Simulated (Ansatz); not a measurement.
Predict the output of the script below (Ansatz 0.2.0 through its Python package).

Input file `scf.yaml`:
```yaml
crystal:
  lattice:
    - [3.315, 0.0, 0.0]
    - [0.0, 3.315, 0.0]
    - [0.0, 0.0, 3.315]
  atoms:
    - { symbol: Mn, position: [0.5, 0.5, 0.5], spin: 4.0 }
    - { symbol: Hg, position: [0.0, 0.0, 0.0] }
magnetization:
  spin_polarized: true
kpoints:
  mp_grid: { kspacing: 0.3 }
hamiltonian:
  xc: pbe
scf:
  occupations: { method: fermi_dirac, width: 0.05 }
basis:
  ecutwfc: "470 eV"
output:
  forces: true
```

Script `yaml_run_mnhg.py`:
```python
# -*- coding: utf-8 -*-
'''MnHg from YAML text.'''

import warnings

import ansatz as az
import numpy as np

warnings.simplefilter('ignore', az.DeckWarning)

out = az.Session.from_deck('scf.yaml').plan().execute()
data = out.report

print('%-22s %14.5f eV' % ('F = E - TS', data['free_energy_ev']))
print('%-22s %14.5f eV' % ('E', data['internal_energy_ev']))
print('%-22s %14.5f eV' % ('Harris-Foulkes', data['harris_foulkes_ev']))
print('%-22s %14.5f eV' % ('Fermi level', data['fermi_energy_ev']))

# forces in eV per angstrom
forces = np.array(data['forces_ev_ang'])
norms = np.linalg.norm(forces, axis=1)
print('largest force {:.4f} eV/A on atom {}'.format(norms.max(), norms.argmax()))
print(np.array2string(forces, precision=4, suppress_small=True))

print(f'net moment {data["magnetization_mub"]:.3f} muB, absolute {data["absolute_magnetization_mub"]:.3f} muB')
for index, (site, m) in enumerate(zip(out.lattice.sites, data['site_moments_mub'])):
    print(f'  {index:2d} {site.symbol:2s} {m:7.3f}')

print('doubts on the final state:', data['published_state_doubts'] or 'none')
print('warnings:', sorted({n['data']['kind'] for n in out.notices if n['data'].get('severity') in ('warning', 'doubt')}) or 'none')

used = data['setup']
print('cutoffs (eV):', used['ecut_ev'], used['ecutrho_ev'], ' FFT grid:', used['fft_dense'])
print('cell volume {:.3f} A^3, {} symmetry operations'.format(used['cell_volume_ang3'], used['n_sym_ops']))
```

```console
$ python yaml_run_mnhg.py
F = E - TS               -17711.61924 eV
E                        -17711.61306 eV
Harris-Foulkes           -17711.61924 eV
Fermi level                  16.24301 eV
largest force 0.0000 eV/A on atom 0
[[ 0. -0.  0.]
 [-0. -0.  0.]]
net moment 3.918 muB, absolute 4.185 muB
   0 Mn   3.895
   1 Hg  -0.029
doubts on the final state: none
warnings: none
cutoffs (eV): 470.0 1880.0  FFT grid: [24, 24, 24]
cell volume 36.429 A^3, 48 symmetry operations
```

Absolute energies stand on the zero of these potentials, so only differences at equal settings mean something. A total without «per atom» is that of the cell as typed. For a metal this k-point mesh is coarse: on a finer one energies can move by several to tens of meV an atom and pressures by half a GPa or more, differences at one mesh by less. An absolute Fermi energy rests on an arbitrary zero of the periodic potential and has no direct meaning. Spin-orbit coupling, which matters for elements this heavy, is left out. The structure is a deposited one; some such entries were measured under pressure or heat, so a shift against it needn't be the functional's error alone. The whole script took 2 s on 1 thread of Intel(R) Xeon(R) Platinum 8488C (Sapphire Rapids), with other jobs on the host, peak memory 0.41 GiB.
